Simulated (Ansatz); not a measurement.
# SnO: the cost of one run

Computed with Ansatz 0.2.0 (DFT r2SCAN, scalar-relativistic, plane waves, PAW, unless a step's input says otherwise).

2 further runs of the same task are left out: 2 set aside as unsound or not needed.

### Step 1. Starting point

It takes space group P4/nmm (No. 129, tetragonal). Conventional cell: a = 3.808 Å, b = 3.808 Å, c = 4.934 Å, α = 90.00°, β = 90.00°, γ = 90.00°. Around Sn (site symmetry 4mm) lie 4 O at 2.22 Å. O (site symmetry -4m2) has 4 Sn at 2.22 Å in its first shell of neighbours.

Coordinates:

```cif
data_structure
_symmetry_space_group_name_H-M 'P 1'
_symmetry_Int_Tables_number 1
_cell_length_a 3.8080
_cell_length_b 3.8080
_cell_length_c 4.9341
_cell_angle_alpha 90.000
_cell_angle_beta 90.000
_cell_angle_gamma 90.000
_cell_volume 71.55
loop_
_atom_site_label
_atom_site_type_symbol
_atom_site_fract_x
_atom_site_fract_y
_atom_site_fract_z
_atom_site_occupancy
Sn1 Sn 0.00000 0.50000 0.23247 1
Sn2 Sn 0.50000 0.00000 0.76753 1
O1 O 0.00000 0.00000 0.00000 1
O2 O 0.50000 0.50000 0.00000 1
```

This cell was relaxed beforehand with the same method: volume 17.89 Å³/atom, gap on the mesh 0.36 eV.

The bulk reference comes from a run made before at the same settings: -3303.6731 eV/atom.

### Step 2. The (111) slab

Planes are indexed in the bulk's conventional cell (P4/nmm (No. 129)), a = 3.808 Å, b = 3.808 Å, c = 4.934 Å, α = 90.00°, β = 90.00°, γ = 90.00°.

Cut from the relaxed bulk: a (111) slab, 10.7 Å thick as cut, with 15 Å of vacuum; its outer planes are Sn (top) and Sn (bottom).

The slab as cut. Its planes from the bottom up:

| plane | atoms per cell | height over the lowest (Å) |
| --- | --- | --- |
| 1 | Sn | 0.00 |
| 2 | O2 | 0.63 |
| 3 | Sn | 1.26 |
| 4 | Sn | 2.36 |
| 5 | O2 | 3.00 |
| 6 | Sn | 3.63 |
| 7 | Sn | 4.73 |
| 8 | O2 | 5.36 |
| 9 | Sn | 5.99 |
| 10 | Sn | 7.09 |
| 11 | O2 | 7.72 |
| 12 | Sn | 8.36 |
| 13 | Sn | 9.45 |
| 14 | O2 | 10.09 |
| 15 | Sn | 10.72 |

### Step 3. The slab as cut, atoms at the bulk's places

The cell repeats along c, and a dipole correction in the vacuum removes the field between the copies.

Contents of input.yaml:

```yaml
crystal:
  lattice:
    - [5.3853615094, 0.0, 0.0]
    - [-2.6926807547, 5.6210480437, 0.0]
    - [0.0, 0.0, 25.7191925926]
  atoms:
    - { symbol: Sn, position: [0.282191726, 0.064383452, 0.2916110206] }
    - { symbol: O, position: [0.3852625635, 0.770525127, 0.3161977031] }
    - { symbol: O, position: [0.8852625635, 0.770525127, 0.3161977031] }
    - { symbol: Sn, position: [0.988333401, 0.4766668021, 0.3407843856] }
    - { symbol: Sn, position: [0.6674542895, 0.834908579, 0.383512169] }
    - { symbol: O, position: [0.770525127, 0.541050254, 0.4080988515] }
    - { symbol: O, position: [0.270525127, 0.541050254, 0.4080988515] }
    - { symbol: Sn, position: [0.3735959645, 0.2471919291, 0.4326855341] }
    - { symbol: Sn, position: [0.052716853, 0.605433706, 0.4754133175] }
    - { symbol: O, position: [0.1557876905, 0.3115753811, 0.5] }
    - { symbol: O, position: [0.6557876905, 0.3115753811, 0.5] }
    - { symbol: Sn, position: [0.7588585281, 0.0177170561, 0.5245866825] }
    - { symbol: Sn, position: [0.4379794165, 0.375958833, 0.5673144659] }
    - { symbol: O, position: [0.541050254, 0.0821005081, 0.5919011485] }
    - { symbol: O, position: [0.041050254, 0.0821005081, 0.5919011485] }
    - { symbol: Sn, position: [0.1441210916, 0.7882421831, 0.616487831] }
    - { symbol: Sn, position: [0.82324198, 0.14648396, 0.6592156144] }
    - { symbol: O, position: [0.9263128175, 0.8526256351, 0.6838022969] }
    - { symbol: O, position: [0.4263128175, 0.8526256351, 0.6838022969] }
    - { symbol: Sn, position: [0.5293836551, 0.5587673101, 0.7083889794] }
basis:
  ecutwfc: 500
kpoints:
  mp_grid: { grid: [7, 6, 1] }
hamiltonian:
  xc: r2scan
scf:
  occupations: { method: gaussian, width: 0.05 }
output:
  forces: true
  stress: true
  eigenvalues: true
  write_density: true
  write_potential: true
  elf: true
  volumetric_format: npy
efield:
  axis: 3
  dipole_correction: true
  ramp_width: 0.04
```

The run is started by

```
$ ansatz run input.yaml --threads 2 --pin off --max-ram 5120MiB --backend cpu --events-out ev --progress --plain --runs-dir out
```

Q: Estimate wall time and peak memory on 2 threads of Intel Xeon 6975P-C (Granite Rapids), shared host.

About 3.2 min, with a peak of 3.6 GiB.
